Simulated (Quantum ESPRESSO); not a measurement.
Crystal: Na2Sc.

```
Na Sc
1.0
     3.37309    0.00000    0.00000
    -1.68654    2.92118    0.00000
     0.00000    0.00000    5.63005
Na Sc
2 1
Direct
  0.33333 0.66667 0.25000
  0.66667 0.33333 0.75000
  0.00000 0.00000 0.00000
```

The cell was built by a generator and needn't be a form met in nature.

Base run:

- Program: Quantum ESPRESSO 7.5
- Functional: PBE
- Potentials or basis: SSSP 1.3 efficiency PBE
- Cutoff: 816 eV
- Density cutoff: 5987 eV
- k mesh: 9 × 9 × 5
- Occupations: fermi-dirac, width 0.05 eV
- Spin: no spin polarisation

Its results: band gap on the k mesh none (metal or under the smearing width); pressure 29.5 GPa; largest force 3.979 eV/Å.

Problem. The run is repeated on the same cell with these changes: functional from PBE to vdW-DF; occupations from fermi-dirac, width 0.05 eV to cold, width 0.05 eV. What comes out?

Solution. Band gap on the k mesh none (metal or under the smearing width); pressure 30.1 GPa; largest force 3.952 eV/Å.

Caveats: a pressure of tens of GPa on the cell as given is suspect, and the run, the potentials or the cell itself is likely at fault; forces of over 1 eV/Å show positions far from the minimum, so gaps and moduli don't describe the material at rest (some runs); the potentials were made for another functional, which shifts forces and pressure (some runs).

Not every run made on this cell is shown here.
